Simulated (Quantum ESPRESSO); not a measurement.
# TiTe2 (P-3m1) in Quantum ESPRESSO: single point with PBE

Aim: the single point of TiTe2 with PBE.

Program: Quantum ESPRESSO 7.5. These are calculated values, not measurements. Logs are shortened: lines on timing, memory, paths and dates and some standing lists are left out, and cuts for length are marked.

**1. The crystal as given**

It takes space group P-3m1 (No. 164, trigonal). Conventional cell: a = 3.777 Å, b = 3.777 Å, c = 6.498 Å, α = 90.00°, β = 90.00°, γ = 120.00°. Te (site symmetry 3m) is surrounded by 3 Ti at 2.77 Å. Ti (site symmetry -3m) has 6 Te at 2.77 Å as nearest neighbours.

**2. Single point, PBE**

Contents of scf.in:

```
&CONTROL
  calculation = 'scf'
  prefix = 'pwscf'
  outdir = './tmp'
  pseudo_dir = './pseudo'
/
&SYSTEM
  ibrav = 0
  nat = 3
  ntyp = 2
  ecutwfc = 84
  nbnd = 31
  occupations = 'smearing'
  smearing = 'fd'
  degauss = 0.00367493
  force_symmorphic = .true.
/
&ELECTRONS
  conv_thr = 6d-10
  electron_maxstep = 120
  mixing_beta = 0.5
/
ATOMIC_SPECIES
Te   127.6000 Te.upf
Ti    47.8670 Ti.upf
CELL_PARAMETERS angstrom
   3.7770000000    0.0000000000    0.0000000000
  -1.8885000000    3.2709779501    0.0000000000
   0.0000000000    0.0000000000    6.4980000000
ATOMIC_POSITIONS crystal
Te     0.3333333333    0.6666666667    0.7372000000
Te     0.6666666667    0.3333333333    0.2628000000
Ti     0.0000000000    0.0000000000    0.0000000000
K_POINTS automatic
12 12 4 0 0 0
```

Contents of nscf.in:

```
&CONTROL
  calculation = 'nscf'
  prefix = 'pwscf'
  outdir = './tmp'
  pseudo_dir = './pseudo'
/
&SYSTEM
  ibrav = 0
  nat = 3
  ntyp = 2
  ecutwfc = 84
  nbnd = 52
  occupations = 'smearing'
  smearing = 'fd'
  degauss = 0.00367493
  force_symmorphic = .true.
/
&ELECTRONS
  conv_thr = 1d-08
  diago_full_acc = .true.
  diago_thr_init = 1d-06
/
ATOMIC_SPECIES
Te   127.6000 Te.upf
Ti    47.8670 Ti.upf
CELL_PARAMETERS angstrom
   3.7770000000    0.0000000000    0.0000000000
  -1.8885000000    3.2709779501    0.0000000000
   0.0000000000    0.0000000000    6.4980000000
ATOMIC_POSITIONS crystal
Te     0.3333333333    0.6666666667    0.7372000000
Te     0.6666666667    0.3333333333    0.2628000000
Ti     0.0000000000    0.0000000000    0.0000000000
K_POINTS automatic
6 6 4 0 0 0
```

Potentials or basis: PseudoDojo 0.4.1 SR PBE standard.

The run is started by

```bash
$ OMP_NUM_THREADS=1 pw.x -in scf.in > scf.out
$ OMP_NUM_THREADS=1 pw.x -in nscf.in > nscf.out
```

scf.out:

```text
This program is part of the open-source Quantum ESPRESSO suite
     for quantum simulation of materials; please cite
[... 9 lines left out ...]
     --------------------
     sticks:   dense  smooth     PW     G-vecs:    dense   smooth      PW
     Sum        1177    1177    349                56315    56315    8595

     Using Slab Decomposition

     bravais-lattice index     =            0
     lattice parameter (alat)  =       7.1375  a.u.
     unit-cell volume          =     541.7525 (a.u.)^3
     number of atoms/cell      =            3
     number of atomic types    =            2
     number of electrons       =        44.00
     number of Kohn-Sham states=           31
     kinetic-energy cutoff     =      84.0000  Ry
     charge density cutoff     =     336.0000  Ry
     scf convergence threshold =      6.0E-10
     mixing beta               =       0.5000
     number of iterations used =            8  plain     mixing
     Exchange-correlation= PBE
                           (   1   4   3   4   0   0   0)

     celldm(1)=   7.137496  celldm(2)=   0.000000  celldm(3)=   0.000000
     celldm(4)=   0.000000  celldm(5)=   0.000000  celldm(6)=   0.000000

     crystal axes: (cart. coord. in units of alat)
               a(1) = (   1.000000   0.000000   0.000000 )
               a(2) = (  -0.500000   0.866025   0.000000 )
               a(3) = (   0.000000   0.000000   1.720413 )

     reciprocal axes: (cart. coord. in units 2 pi/alat)
               b(1) = (  1.000000  0.577350 -0.000000 )
               b(2) = (  0.000000  1.154701  0.000000 )
               b(3) = (  0.000000 -0.000000  0.581256 )

     PseudoPot. # 1 for Te read from file:
     Te.upf
     Pseudo is Norm-conserving + core correction, Zval = 16.0
     Generated using ONCVPSP code by D. R. Hamann
     Using radial grid of 1294 points,  6 beta functions with:
                l(1) =   0
                l(2) =   0
                l(3) =   1
                l(4) =   1
                l(5) =   2
                l(6) =   2

     PseudoPot. # 2 for Ti read from file:
     Ti.upf
     Pseudo is Norm-conserving + core correction, Zval = 12.0
     Generated using ONCVPSP code by D. R. Hamann
     Using radial grid of 1586 points,  6 beta functions with:
                l(1) =   0
                l(2) =   0
                l(3) =   1
                l(4) =   1
                l(5) =   2
                l(6) =   2

     atomic species   valence    mass     pseudopotential
     Te               16.00   127.60000     Te( 1.00)
     Ti               12.00    47.86700     Ti( 1.00)

     12 Sym. Ops., with inversion, found

   Cartesian axes

     site n.     atom                  positions (alat units)
         1        Te     tau(   1) = (  -0.0000000   0.5773503   1.2682885  )
         2        Te     tau(   2) = (   0.5000000   0.2886751   0.4521245  )
         3        Ti     tau(   3) = (   0.0000000   0.0000000   0.0000000  )

     number of k points=    69  Fermi-Dirac smearing, width (Ry)=  0.0037
                       cart. coord. in units 2pi/alat
        k(    1) = (   0.0000000   0.0000000   0.0000000), wk =   0.0034722
        k(    2) = (   0.0000000   0.0000000   0.1453139), wk =   0.0069444
        k(    3) = (   0.0000000   0.0000000  -0.2906279), wk =   0.0034722
        k(    4) = (   0.0000000   0.0962250   0.0000000), wk =   0.0208333
        k(    5) = (   0.0000000   0.0962250   0.1453139), wk =   0.0208333
        k(    6) = (   0.0000000   0.0962250  -0.2906279), wk =   0.0208333
[... 61 lines left out ...]
        k(   68) = (  -0.1666667   0.4811252  -0.1453139), wk =   0.0416667
        k(   69) = (  -0.2500000   0.5292377  -0.1453139), wk =   0.0416667

     Dense  grid:    56315 G-vectors     FFT dimensions: (  45,  45,  72)

     Initial potential from superposition of free atoms

     starting charge      43.9980, renormalised to      44.0000
     Starting wfcs are   28 randomized atomic wfcs +    3 random wfcs

     Self-consistent Calculation

     iteration #  1     ecut=    84.00 Ry     beta= 0.50
     Davidson diagonalization with overlap
     ethr =  1.00E-02,  avg # of iterations =  5.3

     Threshold (ethr) on eigenvalues was too large:
     Diagonalizing with lowered threshold

     Davidson diagonalization with overlap
     ethr =  1.90E-04,  avg # of iterations =  4.3

     total energy              =    -538.26876100 Ry
     estimated scf accuracy    <       0.08862959 Ry

     iteration #  2     ecut=    84.00 Ry     beta= 0.50
     Davidson diagonalization with overlap
     ethr =  2.01E-04,  avg # of iterations =  2.9
[... 43 lines left out ...]
     total energy              =    -538.29860079 Ry
     estimated scf accuracy    <       0.00000001 Ry

     iteration #  9     ecut=    84.00 Ry     beta= 0.50
     Davidson diagonalization with overlap
     ethr =  2.43E-11,  avg # of iterations =  2.5

     End of self-consistent calculation

          k = 0.0000 0.0000 0.0000 (  7067 PWs)   bands (ev):

   -46.9697 -26.0509 -26.0509 -26.0469 -26.0469 -26.0290 -26.0290 -26.0273
   -26.0273 -26.0206 -26.0187 -23.2230 -23.2230 -23.1923  -1.9044  -0.4026
     5.2888   8.8346   8.8346  10.8713  10.9171  10.9171  11.0822  11.5729
    11.5729  13.5690  13.5690  15.6349  16.4275  18.3381  18.3381

          k = 0.0000 0.0000 0.1453 (  7080 PWs)   bands (ev):

   -46.9697 -26.0520 -26.0520 -26.0459 -26.0459 -26.0286 -26.0286 -26.0274
   -26.0274 -26.0203 -26.0189 -23.2230 -23.2230 -23.1923  -1.7441  -0.6952
     5.9276   8.8689   8.8689   9.4912  10.9109  10.9109  11.4075  11.4075
    11.4703  13.7907  13.7907  15.8144  17.3385  18.2930  18.2931
[... 106 lines left out ...]
          k = 0.0000 0.4811-0.2906 (  7040 PWs)   bands (ev):

   -46.9672 -26.0538 -26.0461 -26.0448 -26.0408 -26.0325 -26.0298 -26.0276
   -26.0264 -26.0149 -26.0142 -23.2676 -23.2314 -23.1746  -0.2546  -0.0434
     5.7627   6.1234   8.1650   8.5421   9.3435   9.8841  10.3639  11.7116
    11.9835  13.1261  13.6139  15.0675  15.2313  16.1804  18.0162

          k = 0.0000-0.5774 0.0000 (  7032 PWs)   bands (ev):

   -46.9670 -26.0531 -26.0475 -26.0467 -26.0383 -26.0312 -26.0308 -26.0285
   -26.0243 -26.0157 -26.0137 -23.2708 -23.2321 -23.1732  -0.1478   0.0418
     5.5703   6.8234   7.7974   8.1156   8.7626   9.3761  10.5405  11.6652
    11.9969  12.9334  13.8630  15.8713  16.1553  16.6037  17.8372

          k = 0.0000-0.5774 0.1453 (  7036 PWs)   bands (ev):

   -46.9670 -26.0539 -26.0462 -26.0461 -26.0392 -26.0321 -26.0301 -26.0281
   -26.0251 -26.0151 -26.0138 -23.2708 -23.2320 -23.1733  -0.1582   0.0694
     5.5111   6.3418   7.9305   8.5968   8.8430   9.6575  10.4748  11.6644
    11.9888  13.3254  13.4774  14.9415  15.7753  17.1027  17.7070

          k = 0.0000-0.5774-0.2906 (  7028 PWs)   bands (ev):

   -46.9670 -26.0545 -26.0456 -26.0442 -26.0408 -26.0326 -26.0299 -26.0274
   -26.0262 -26.0146 -26.0139 -23.2708 -23.2320 -23.1733  -0.1660   0.0945
     5.4994   5.9708   8.1057   8.4891   9.5350   9.8988  10.2505  11.6630
    11.9753  13.1260  14.0045  14.6773  15.1672  15.7348  17.9822

          k = 0.0833 0.1443 0.0000 (  7063 PWs)   bands (ev):

   -46.9692 -26.0503 -26.0502 -26.0473 -26.0454 -26.0301 -26.0297 -26.0268
   -26.0265 -26.0196 -26.0178 -23.2320 -23.2250 -23.1887  -1.6770  -0.2884
     5.5690   8.3145   8.8432   9.6987  10.1560  10.8088  10.8755  11.5820
    11.8111  13.3295  13.3782  16.8846  17.3785  17.7755  18.7887
[... 323 lines left out ...]
          k =-0.2500 0.5292-0.1453 (  7024 PWs)   bands (ev):

   -46.9668 -26.0514 -26.0456 -26.0435 -26.0425 -26.0307 -26.0303 -26.0291
   -26.0264 -26.0147 -26.0141 -23.2611 -23.2466 -23.1717  -0.0067   0.1729
     6.1214   6.5720   7.1824   7.9795   8.3138   8.7586  11.3233  11.7526
    11.7890  12.7337  13.2929  15.5042  16.8666  17.5672  18.8502

     the Fermi energy is    10.5601 ev

!    total energy              =    -538.29860079 Ry
     estimated scf accuracy    <          3.5E-10 Ry
     smearing contrib. (-TS)   =      -0.00081364 Ry
     internal energy E=F+TS    =    -538.29778716 Ry

     The total energy is F=E-TS. E is the sum of the following terms:
     one-electron contribution =    -238.95311581 Ry
     hartree contribution      =     135.15314169 Ry
     xc contribution           =    -116.03247271 Ry
     ewald contribution        =    -318.46534032 Ry

     convergence has been achieved in   9 iterations

=------------------------------------------------------------------------------=
   JOB DONE.
=------------------------------------------------------------------------------=
```

Wall time 4 min (1 thread of Arm Neoverse V2, shared host); peak memory 0.31 GiB.

Results:

```yaml
Band_gap_on_the_k_mesh_mean-field_level: none (metal or under the smearing width)
```

Levels at points of the mesh, in eV from the Fermi level:
| k point | band 19 | band 20 | band 21 | band 22 | band 23 | band 24 | band 25 | band 26 |
| --- | --- | --- | --- | --- | --- | --- | --- | --- |
| (0.00, 0.00, 0.00) | -1.67 | 0.37 | 0.42 | 0.42 | 0.58 | 1.07 | 1.07 | 3.07 |
| (0.00, 0.00, -0.50) | -1.59 | -1.59 | 0.41 | 0.41 | 0.76 | 0.76 | 1.05 | 3.50 |
| (0.00, -0.50, 0.00) | -2.70 | -2.38 | -1.74 | -1.12 | 0.04 | 1.17 | 1.50 | 2.43 |
| (0.00, -0.50, -0.50) | -2.39 | -2.01 | -0.96 | -0.60 | -0.25 | 1.16 | 1.48 | 2.63 |
